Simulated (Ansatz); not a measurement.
# NaLaMnMoO6 (P2_1) in Ansatz: relaxation of cell and atoms with PBE+D4

Aim: the relaxation of cell and atoms of NaLaMnMoO6 with PBE+D4.

Everything below comes from runs of Ansatz 0.2.0. Logs are shortened: lines on timing, memory, paths and dates and some standing lists are left out, and cuts for length are marked.

### 1 The structure

Symmetry: P2_1, No. 4, monoclinic system. Conventional cell: a = 5.557 Å, b = 5.598 Å, c = 8.025 Å, α = 90.00°, β = 90.44°, γ = 90.00°. Na (site symmetry 1) is surrounded by 4 O at 2.36 to 2.63 Å. Around La (site symmetry 1) lie 8 O at 2.40 to 2.69 Å. Mn (site symmetry 1) has 6 O at 2.07 to 2.20 Å as nearest neighbours. Mo (site symmetry 1) is surrounded by 5 O at 1.83 to 2.03 Å. O (site symmetry 1) is surrounded by 1 Mo at 1.83 Å and 1 Mn at 2.08 Å. O (site symmetry 1) has 1 Mo at 1.87 Å as nearest neighbours. Around O (site symmetry 1) lie 1 Mo at 1.91 Å and 1 Mn at 2.08 Å. O (site symmetry 1) is surrounded by 1 Mo at 2.03 Å and 1 Mn at 2.07 Å.

The cell was built by a generator and needn't be a form met in nature.

### 2 Relaxation of cell and atoms, PBE+D4, collinear spin, ferromagnetic start

Input file input.yaml:

```yaml
crystal:
  lattice:
    - [5.55735, 0.0, 0.00053]
    - [0.0, 5.59794, 0.0]
    - [-0.0629, 0.0, 8.02462]
  atoms:
    - { symbol: Na, position: [0.75008, 0.51572, 0.49924] }
    - { symbol: Na, position: [0.24992, 0.01572, 0.50076] }
    - { symbol: La, position: [0.25715, 0.95896, 0.99937] }
    - { symbol: La, position: [0.74285, 0.45896, 0.00063] }
    - { symbol: Mn, position: [0.24767, 0.48762, 0.25607], spin: 4.0 }
    - { symbol: Mn, position: [0.75233, 0.98762, 0.74393], spin: 4.0 }
    - { symbol: Mo, position: [0.75559, 0.99666, 0.2709], spin: 1.0 }
    - { symbol: Mo, position: [0.24441, 0.49666, 0.7291], spin: 1.0 }
    - { symbol: O, position: [0.67335, 0.9783, 0.49061] }
    - { symbol: O, position: [0.03402, 0.81017, 0.27726] }
    - { symbol: O, position: [0.93353, 0.2891, 0.28026] }
    - { symbol: O, position: [0.47817, 0.20966, 0.19922] }
    - { symbol: O, position: [0.54435, 0.73563, 0.20079] }
    - { symbol: O, position: [0.82956, 0.01818, 0.00392] }
    - { symbol: O, position: [0.32665, 0.4783, 0.50939] }
    - { symbol: O, position: [0.96598, 0.31017, 0.72274] }
    - { symbol: O, position: [0.06647, 0.7891, 0.71974] }
    - { symbol: O, position: [0.52183, 0.70966, 0.80078] }
    - { symbol: O, position: [0.45565, 0.23563, 0.79921] }
    - { symbol: O, position: [0.17044, 0.51818, 0.99608] }
hamiltonian:
  xc: pbe
  pseudopotentials: { kind: paw }
  dispersion: d4
magnetization:
  spin_polarized: true
kpoints:
  mp_grid: { grid: [4, 4, 3] }
scf:
  occupations: { method: fermi_dirac, width: 0.05 }
output:
  forces: true
  stress: true
  eigenvalues: true
  write_density: true
  write_potential: true
  elf: true
  volumetric_format: npy
relax:
  f_tol: 0.01
  max_steps: 40
  cell: { stress_tol: 0.05 }
```

Potentials or basis: Ansatz PAW.

On the command line:

```console
> ansatz run input.yaml --threads 8 --pin off --max-ram 20480MiB --backend cpu --events-out ev --progress --plain --runs-dir out
```

The program printed:

```text
Warning: RAYON_NUM_THREADS=8 ignored (pool sized by the plan → 8); use --threads N
Engine: ansatz 0.2.0, aarch64-unknown-linux-gnu
Pseudopotentials: kind: paw
Pseudopotential: Na, paw, valence charge 9, recommended cutoff 420 eV (normal), Na.paw.azcp
Pseudopotential: La, paw, valence charge 11, recommended cutoff 420 eV (normal), La.paw.azcp
Pseudopotential: Mn, paw, valence charge 15, recommended cutoff 420 eV (normal), Mn.paw.azcp
Pseudopotential: Mo, paw, valence charge 14, recommended cutoff 420 eV (normal), Mo.paw.azcp
Pseudopotential: O, paw, valence charge 6, recommended cutoff 420 eV (normal), O.paw.azcp
Functional definition: PBE
  parameter kappa = 0.804
  parameter beta = 0.06672455060314922
  exchange = pbe_x(kappa = kappa, mu = beta*pi^2/3)
  correlation = pbe_c(beta = beta)
Crystal: 20 atoms, lattice volume = 249.644 Å³
Basis set: ecut = 420 eV, 4887 PW (Γ), exchange–correlation on 80×80×108 points (8 copies of the dense FFT grid, shifted against one another)
Bands: 110, of which v1, the nominal top of the filled ones, is band 85 counted from 1 (84 counted from 0)
Symmetry: 2 space group operations
Space group: P21 (ITA 4), of the structure as read, at distance tolerance 6.3e-5 Å
Magnetic group: BNS 4.7 (UNI 14), of the structure as read, at distance tolerance 6.3e-5 Å
k-points: 21 of 48 (time reversal used)
Non-local potential: Na, projectors of the file, l = 0: 3, l = 1: 2, l = 2: 1
Non-local potential: La, projectors of the file, l = 0: 3, l = 1: 2, l = 2: 2, l = 3: 3
Non-local potential: Mn, projectors of the file, l = 0: 3, l = 1: 2, l = 2: 3, l = 3: 1
[... 329 lines left out ...]
  k-point 2 ↑: bands = ["-70.1133", "-70.1133", "-52.1970", "-52.1970", "-40.3655", "-40.3650", "-38.8736", "-38.8736", "-38.8603", "-38.8603", "-38.8476", "-38.8476", "-26.3939", "-26.3934", "-26.3399", "-26.3399", "-26.3184", "-26.3182", "-20.4577", "-20.3648", "-12.3189", "-12.3134", "-12.3024", "-12.2970", "-12.2865", "-12.2823", "-8.2389", "-8.1010", "-7.8348", "-7.7133", "-7.6029", "-7.5391", "-7.3589", "-7.3071", "-7.1243", "-7.0016", "-6.9142", "-6.8956", "-4.0682", "-4.0076", "-3.9223", "-3.5937", "-3.5477", "-3.3980", "3.9165", "4.2881", "4.5321", "4.5584", "4.6791", "4.6899", "4.9189", "5.0398", "5.1887", "5.1921", "5.4037", "5.4935", "6.0044", "6.1515", "6.2533", "6.2676", "6.4465", "6.6109", "6.8191", "7.1711", "7.2478", "7.3864", "7.4282", "7.5241", "7.6435", "7.7210", "7.7807", "7.9751", "8.0848", "8.1768", "8.2160", "8.3447", "8.3655", "8.5925", "8.6743", "8.7578", "9.2587", "9.3327", "9.4539", "9.4770", "9.7482", "9.8134", "10.6107", "10.8149", "10.9816", "11.0245", "12.0631", "12.1226", "12.1675", "12.4115", "12.4899", "12.5325", "14.3645", "14.3844", "14.4469", "14.4656", "14.4778", "14.4979", "14.5303", "14.5689", "14.6219", "14.6523", "14.6550", "14.6711", "14.6924", "14.8017"]
  k-point 20 ↓: bands = ["-65.5119", "-65.5119", "-51.9118", "-51.9118", "-40.3652", "-40.3652", "-34.3802", "-34.3802", "-34.3628", "-34.3628", "-34.3353", "-34.3353", "-26.0838", "-26.0838", "-26.0408", "-26.0408", "-25.9996", "-25.9996", "-20.4002", "-20.4002", "-12.3247", "-12.3247", "-12.2972", "-12.2972", "-12.2818", "-12.2818", "-8.2648", "-8.2648", "-7.6945", "-7.6945", "-7.4816", "-7.4816", "-7.2598", "-7.2598", "-7.0372", "-7.0372", "-6.7051", "-6.7051", "-4.0207", "-4.0207", "-3.6832", "-3.6832", "-3.1135", "-3.1135", "4.1018", "4.1018", "4.7299", "4.7299", "4.8787", "4.8787", "5.3943", "5.3943", "5.5432", "5.5432", "5.6815", "5.6815", "6.4436", "6.4436", "6.5877", "6.5877", "6.9336", "6.9336", "7.0975", "7.0975", "7.2492", "7.2492", "7.5480", "7.5480", "7.7268", "7.7268", "7.9506", "7.9506", "8.1720", "8.1720", "8.3639", "8.3639", "8.5433", "8.5433", "8.9042", "8.9042", "11.9233", "11.9233", "12.3645", "12.3645", "12.5066", "12.5066", "13.3014", "13.3014", "13.3628", "13.3628", "13.5304", "13.5304", "14.2257", "14.2257", "14.3717", "14.3717", "14.4210", "14.4210", "14.5243", "14.5243", "14.5408", "14.5408", "14.5957", "14.5957", "14.6419", "14.6419", "14.7202", "14.7202", "14.7579", "14.7579"]
--- Relaxed structure (12 steps of the walk, 11 accepted, 2 SCFs on fresh bases) ---
  F+E_penalty+E_count = -40012.30684705 eV   max|allowed force component| = 7.883e-3 eV/Å   (the final SCF, on the basis selected at the relaxed cell)
  cell:  # Å, volume = 243.5180 Å³
    - [5.516100945189103, -6.835567615358542e-19, 0.0036084659765395185]
    - [-6.895057928797603e-19, 5.546161459038219, 1.0028830921333776e-17]
    - [-0.05798175325622364, 1.4384028250092997e-17, 7.959840095732794]
  atoms:
    - { symbol: Na, position: [0.751396113890777, 0.5180936653159183, 0.4999617737936387] }
    - { symbol: Na, position: [0.24860388610922307, 0.018093665315918366, 0.5000382262063615] }
    - { symbol: La, position: [0.2568491163387193, 0.9608947030363774, 0.9994012520150312] }
    - { symbol: La, position: [0.7431508836612809, 0.4608947030363776, 0.0005987479849686141] }
    - { symbol: Mn, position: [0.24795528562628638, 0.489768364552018, 0.25714733470447615] }
    - { symbol: Mn, position: [0.7520447143737135, 0.9897683645520179, 0.7428526652955239] }
    - { symbol: Mo, position: [0.7548054761458183, 0.9969265299216126, 0.27163791660266723] }
    - { symbol: Mo, position: [0.24519452385418208, 0.4969265299216124, 0.7283620833973328] }
    - { symbol: O, position: [0.6699027609506973, 0.9751727980700653, 0.4924568829104537] }
    - { symbol: O, position: [0.03609289886502852, 0.808943841259657, 0.2785155679818305] }
    - { symbol: O, position: [0.93418710162142, 0.2911736243871949, 0.2815298801027415] }
    - { symbol: O, position: [0.47716926877359095, 0.21044107855280375, 0.20003241741076425] }
    - { symbol: O, position: [0.5421566833318996, 0.73321203523459, 0.2011770751365546] }
    - { symbol: O, position: [0.828213087797842, 0.015373359669762684, 0.004258799055266499] }
    - { symbol: O, position: [0.3300972390493028, 0.4751727980700655, 0.5075431170895465] }
    - { symbol: O, position: [0.963907101134972, 0.308943841259657, 0.7214844320181698] }
    - { symbol: O, position: [0.06581289837857983, 0.7911736243871949, 0.7184701198972586] }
    - { symbol: O, position: [0.5228307312264092, 0.7104410785528038, 0.7999675825892361] }
    - { symbol: O, position: [0.45784331666810063, 0.23321203523458975, 0.7988229248634456] }
    - { symbol: O, position: [0.1717869122021581, 0.5153733596697626, 0.995741200944734] }
```

v_z.tsv:

```text
# z_ang	v_es[eV]	v_tot_up[eV]	v_tot_dn[eV]
# format = ansatz-planar-average/11
# xc	pbe
# density_cutoff_ev	1680
# datasets	Na=:simpson_from_first_knot:soft	La=:simpson_from_first_knot:soft	Mn=:simpson_from_first_knot:soft	Mo=:simpson_from_first_knot:soft	O=:simpson_from_first_knot:soft
# lattice	5.516100945	-0.000000000	0.003608466
# lattice	-0.000000000	5.546161459	0.000000000
# lattice	-0.057981753	0.000000000	7.959840096
# sites	20
# site	11	4.115788154	2.873431119	3.982327161
# site	11	1.342331038	0.100350389	3.981121401
# site	57	1.358858617	5.329277168	7.956000989
# site	57	4.099260575	2.556196439	0.007447573
# site	25	1.352836532	2.716334427	2.047746404
# site	25	4.105282660	5.489415157	5.915702158
[... 12 lines left out ...]
# site	8	2.479192798	1.293431602	6.360154859
# site	8	0.889859128	2.858343864	7.926560623
0.000000	-8.905861e-1	-1.359244e1	-1.356137e1
0.147408	-6.049543e-1	-1.316007e1	-1.312953e1
0.294817	3.852269e-1	-1.182008e1	-1.180587e1
0.442225	2.137381e0	-9.545914e0	-9.541386e0
0.589633	4.570906e0	-6.452843e0	-6.472827e0
0.737042	6.918338e0	-3.455240e0	-3.487551e0
[... 46 lines left out ...]
7.665235	3.852269e-1	-1.182008e1	-1.180587e1
7.812643	-6.049543e-1	-1.316007e1	-1.312953e1
```

Wall time 9 min (8 threads of Arm Neoverse V1, shared host); peak memory 2 GiB.

Results:

| Quantity | Value |
| --- | --- |
| Free energy | -40012.3068 eV |
| Relaxed volume | 12.18 Å³/atom |
| Relaxed cell | a = 5.516 Å, b = 5.546 Å, c = 7.960 Å, α = 90.00°, β = 90.38°, γ = 90.00° |
| Space group after relaxing (to 0.05 Å) | P2_1 (No. 4) |
| Energy gained by relaxing | 2.5 meV/atom |
| Ionic steps | 13 |
| Pressure after relaxing | 0.0 GPa |
| Largest force after relaxing | 0.008 eV/Å |
| Band gap on the k mesh | 0.09 eV, indirect (least direct gap 0.14 eV) |
| Net moment | 9.94 μB per cell |
| Absolute moment | 10.02 μB per cell |
| Site moments | Na +0.00; La +0.01; Mn +3.72; Mo +0.21; O +0.03, +0.04, +0.06 μB |

Forces on the atoms (eV/Å):
```
Na  -0.002  0.000  0.000
Na   0.002  0.000  0.000
La   0.008  0.003  0.000
La  -0.008  0.003  0.000
Mn   0.001  0.001  0.001
Mn  -0.001  0.001 -0.001
Mo  -0.006  0.000 -0.001
Mo   0.006  0.000  0.001
O   -0.003  0.000  0.002
O    0.002 -0.002 -0.002
O    0.003  0.000 -0.001
O   -0.003  0.001  0.002
O    0.000 -0.002  0.000
O    0.002 -0.002 -0.002
O    0.003  0.000 -0.002
O   -0.002 -0.002  0.002
O   -0.003  0.000  0.001
O    0.003  0.001 -0.002
O    0.000 -0.002  0.000
O   -0.002 -0.002  0.002
```

The path:
```csv
step,energy change (eV),largest force (eV/Å),volume (Å³)
1,0.0000,0.0375,249.64
2,-0.0501,0.1702,244.65
3,-0.0612,0.0878,244.70
4,-0.0650,0.0582,244.36
5,-0.0675,0.0419,243.98
6,-0.0684,0.0455,243.83
7,-0.0687,0.0157,243.83
8,-0.0690,0.0112,243.78
9,-0.0689,0.0056,243.81
10,-0.0504,0.0057,243.81
11,-0.0516,0.0298,243.47
12,-0.0516,0.0085,243.52
13,-0.0506,0.0085,243.52
```

Final structure:
```
Na La Mn Mo O
1.0
     5.51610    0.00000    0.00361
     0.00000    5.54616    0.00000
    -0.05798    0.00000    7.95984
Na La Mn Mo O
2 2 2 2 12
Cartesian
  4.1158 2.8734 3.9823
  1.3423 0.1004 3.9811
  1.3589 5.3293 7.9560
  4.0993 2.5562 0.0074
  1.3528 2.7163 2.0477
  4.1053 5.4894 5.9157
  4.1478 5.5291 2.1649
  1.3103 2.7560 5.7985
  3.6667 5.4085 3.9223
  0.1829 4.4865 2.2171
  5.1367 1.6149 2.2443
  2.6205 1.1671 1.5939
  2.9789 4.0665 1.6033
  4.5683 0.0853 0.0369
  1.7914 2.6354 4.0412
  5.2752 1.7135 5.7464
  0.3214 4.3880 5.7191
  2.8376 3.9402 6.3695
  2.4792 1.2934 6.3602
  0.8899 2.8583 7.9266
```

Levels at points of the mesh, in eV from the valence-band top:
Spin up:
```csv
k point,band 86,band 87,band 88,band 89,band 90,band 91,band 92,band 93,band 94,band 95
"(0.00, 0.00, 0.00)",-1.64,-1.02,-1.00,-0.83,-0.36,0.57,0.81,0.83,0.89,0.93
"(0.00, -0.50, 0.00)",-1.76,-0.62,-0.62,-0.27,-0.27,0.57,0.57,0.76,0.76,1.18
"(-0.50, 0.00, 0.00)",-1.73,-0.68,-0.46,-0.39,-0.33,0.43,0.61,0.64,1.06,1.15
"(-0.50, -0.50, 0.00)",-1.61,-0.89,-0.89,-0.34,-0.34,0.68,0.68,0.74,0.74,1.04
```
Spin down:
| k point | band 77 | band 78 | band 79 | band 80 | band 81 | band 82 | band 83 | band 84 |
| --- | --- | --- | --- | --- | --- | --- | --- | --- |
| (0.00, 0.00, 0.00) | -2.74 | -2.57 | -2.53 | -2.52 | 0.09 | 0.19 | 0.28 | 0.32 |
| (0.00, -0.50, 0.00) | -2.94 | -2.94 | -2.59 | -2.59 | 0.55 | 0.55 | 0.80 | 0.80 |
| (-0.50, 0.00, 0.00) | -2.94 | -2.76 | -2.56 | -2.38 | 0.44 | 0.47 | 0.68 | 0.77 |
| (-0.50, -0.50, 0.00) | -2.88 | -2.88 | -2.52 | -2.52 | 0.25 | 0.25 | 0.92 | 0.92 |

Caveat: the magnetic or orbital state may not be the lowest; odd divisions of the mesh miss points on the zone boundary, where band edges often lie, so the gap on the mesh can be too wide; the plane-wave basis is chosen anew once the cell has moved, so the energies of steps on either side of that aren't comparable; the pressure holds a Pulay correction of +0.6 GPa for the finite cutoff; spin-orbit coupling is left out, which moves the levels of the heavy elements; only a ferromagnetic start was run, and an antiferromagnetic order may lie lower in energy.
